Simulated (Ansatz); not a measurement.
# Alloy of ZnSiP2 and CdSiP2 (2 of 4 Zn sites exchanged), 16 atoms with displaced atoms

Wanted: the effect of changed settings on energy, forces, pressure and convergence.

Method: density functional theory in Ansatz 0.2.0, PAW datasets, plane waves.

**1. The starting cell**

16 atoms (2 Zn, 4 Si, 8 P, 2 Cd); a = 5.481 Å, b = 5.481 Å, c = 10.470 Å, α = 90.00°, β = 90.00°, γ = 90.00°. All atoms were shaken off their sites by about 0.02 Å along each axis.

Coordinates:

```
CELL_PARAMETERS angstrom
5.48098 -0.00003 -0.00001
-0.00003 5.48098 -0.00001
-0.00002 -0.00002 10.46958
ATOMIC_POSITIONS crystal
Zn 0.99728 0.99506 0.00038
Zn 0.00022 0.50193 0.25149
Si 0.00081 0.00361 0.49605
Si 0.49088 0.99755 0.25093
Si 0.50261 0.50384 0.00135
Si 0.99962 0.50156 0.74923
P 0.27929 0.24973 0.12487
P 0.22312 0.25095 0.62528
P 0.72702 0.74584 0.12247
P 0.75126 0.22673 0.37523
P 0.25331 0.77969 0.36863
P 0.25510 0.72141 0.87545
P 0.78168 0.75589 0.62389
P 0.75349 0.28104 0.87483
Cd 0.49722 0.99809 0.75328
Cd 0.50248 0.49485 0.49886
```

**2. PBEsol on the given atoms**

File in.yaml:

```yaml
crystal:
  lattice:
    - [5.480976, -0.000028, -0.000010]
    - [-0.000028, 5.480976, -0.000010]
    - [-0.000019, -0.000019, 10.469579]
  atoms:
    - { symbol: Zn, position: [0.997281, 0.995063, 0.000381] }
    - { symbol: Zn, position: [0.000219, 0.501934, 0.251487] }
    - { symbol: Si, position: [0.000809, 0.003610, 0.496049] }
    - { symbol: Si, position: [0.490875, 0.997550, 0.250932] }
    - { symbol: Si, position: [0.502611, 0.503841, 0.001353] }
    - { symbol: Si, position: [0.999617, 0.501559, 0.749231] }
    - { symbol: P, position: [0.279287, 0.249730, 0.124867] }
    - { symbol: P, position: [0.223122, 0.250955, 0.625280] }
    - { symbol: P, position: [0.727020, 0.745840, 0.122467] }
    - { symbol: P, position: [0.751263, 0.226729, 0.375228] }
    - { symbol: P, position: [0.253310, 0.779690, 0.368631] }
    - { symbol: P, position: [0.255101, 0.721408, 0.875451] }
    - { symbol: P, position: [0.781683, 0.755886, 0.623891] }
    - { symbol: P, position: [0.753493, 0.281040, 0.874831] }
    - { symbol: Cd, position: [0.497220, 0.998094, 0.753279] }
    - { symbol: Cd, position: [0.502477, 0.494855, 0.498859] }
kpoints:
  mp_grid: { grid: [2, 2, 2], shift: [0.5, 0.5, 0.5] }
hamiltonian:
  xc: pbesol
scf:
  occupations: { method: fermi_dirac, width: 0.01 }
output:
  forces: true
  eigenvalues: true
  stress: true
  populations: true
```

Launch:

```console
> ansatz run in.yaml --threads 8 --pin off --max-ram 13300MiB --runs-dir r --events-out ev --progress --plain
```

**3. Run again with at most 14 cycles**

in.yaml, as its differences from that of step 2:

```diff
@@ -28,2 +28,3 @@
   occupations: { method: fermi_dirac, width: 0.01 }
+  max_iter: 14
 output:
@@ -32,2 +33 @@
   stress: true
-  populations: true
```

**4. Variant: occupations cold, density threshold 0.001 eV, cutoff 350 eV**

in.yaml, as its differences from that of step 3:

```diff
@@ -24,2 +24,3 @@
   mp_grid: { grid: [2, 2, 2], shift: [0.5, 0.5, 0.5] }
+basis: { ecutwfc: 350 }
 hamiltonian:
@@ -27,4 +28,5 @@
 scf:
-  occupations: { method: fermi_dirac, width: 0.01 }
-  max_iter: 14
+  occupations: { method: cold, width: 0.01 }
+  max_iter: 90
+  convergence: { dr2_threshold: 1e-03 }
 output:
```

**5. Run again with mixing beta 0.2, density cutoff ratio 3**

in.yaml, as its differences from that of step 4:

```diff
@@ -24,3 +24,3 @@
   mp_grid: { grid: [2, 2, 2], shift: [0.5, 0.5, 0.5] }
-basis: { ecutwfc: 350 }
+basis: { ecutrho_ratio: 3 }
 hamiltonian:
@@ -28,5 +28,5 @@
 scf:
-  occupations: { method: cold, width: 0.01 }
-  max_iter: 90
-  convergence: { dr2_threshold: 1e-03 }
+  occupations: { method: fermi_dirac, width: 0.01 }
+  max_iter: 50
+  mixing: { beta: 0.2 }
 output:
```

**6. Run again with xc grid 1**

in.yaml, as its differences from that of step 5:

```diff
@@ -24,3 +24,3 @@
   mp_grid: { grid: [2, 2, 2], shift: [0.5, 0.5, 0.5] }
-basis: { ecutrho_ratio: 3 }
+basis: { xc_grid: 1 }
 hamiltonian:
@@ -29,4 +29,3 @@
   occupations: { method: fermi_dirac, width: 0.01 }
-  max_iter: 50
-  mixing: { beta: 0.2 }
+  max_iter: 60
 output:
@@ -35 +34,5 @@
   stress: true
+  write_density: true
+  write_potential: true
+  elf: true
+  volumetric_format: npy
```

**7. Changed settings: xc grid 3**

in.yaml, as its differences from that of step 6:

```diff
@@ -24,3 +24,3 @@
   mp_grid: { grid: [2, 2, 2], shift: [0.5, 0.5, 0.5] }
-basis: { xc_grid: 1 }
+basis: { xc_grid: 3 }
 hamiltonian:
@@ -29,3 +29,3 @@
   occupations: { method: fermi_dirac, width: 0.01 }
-  max_iter: 60
+  max_iter: 100
 output:
@@ -34,5 +34 @@
   stress: true
-  write_density: true
-  write_potential: true
-  elf: true
-  volumetric_format: npy
```

**8. Changed settings: cutoff 240 eV**

in.yaml, as its differences from that of step 7:

```diff
@@ -24,3 +24,3 @@
   mp_grid: { grid: [2, 2, 2], shift: [0.5, 0.5, 0.5] }
-basis: { xc_grid: 3 }
+basis: { ecutwfc: 240 }
 hamiltonian:
@@ -34 +34,5 @@
   stress: true
+  write_density: true
+  write_potential: true
+  elf: true
+  volumetric_format: npy
```

Q: Predict the outcome of this session. Wanted: for each run, settings; status; energy from base; forces from base.

**Answer**, as computed:

| settings | status | cycles | time | energy from base (meV/atom) | forces from base (eV/Å rms) | filled to empty level on the mesh (eV) |
| --- | --- | --- | --- | --- | --- | --- |
| base | converged | 9 | 3.1 s (8 CPU threads) | 0 | 0 | 2.28 |
| at most 14 cycles | converged | 9 | 2 s (8 CPU threads) | 0.0 | 0.000 | 2.28 |
| occupations cold, density threshold 0.001 eV, cutoff 350 eV | converged, settings too loose | 4 | 1.4 s (8 CPU threads) | +6.2 | 0.002 | 2.28 |
| mixing beta 0.2, density cutoff ratio 3 | converged, settings too loose | 9 | 2 s (8 CPU threads) | 0.0 | 0.000 | 2.28 |
| xc grid 1 | converged | 9 | 3.2 s (8 CPU threads) | 0.0 | 0.000 | 2.28 |
| xc grid 3 | converged | 9 | 2.3 s (8 CPU threads) | 0.0 | 0.000 | 2.28 |
| cutoff 240 eV | converged, settings too loose | 9 | 1.6 s (8 CPU threads) | +642.0 | 0.034 | 2.32 |

**Reading.** Among these variants the forces move most with cutoff 240 eV (0.034 eV/Å rms). The base mesh is coarse for so small a cell, so pressure, spacing and their changes aren't converged values of the solid.
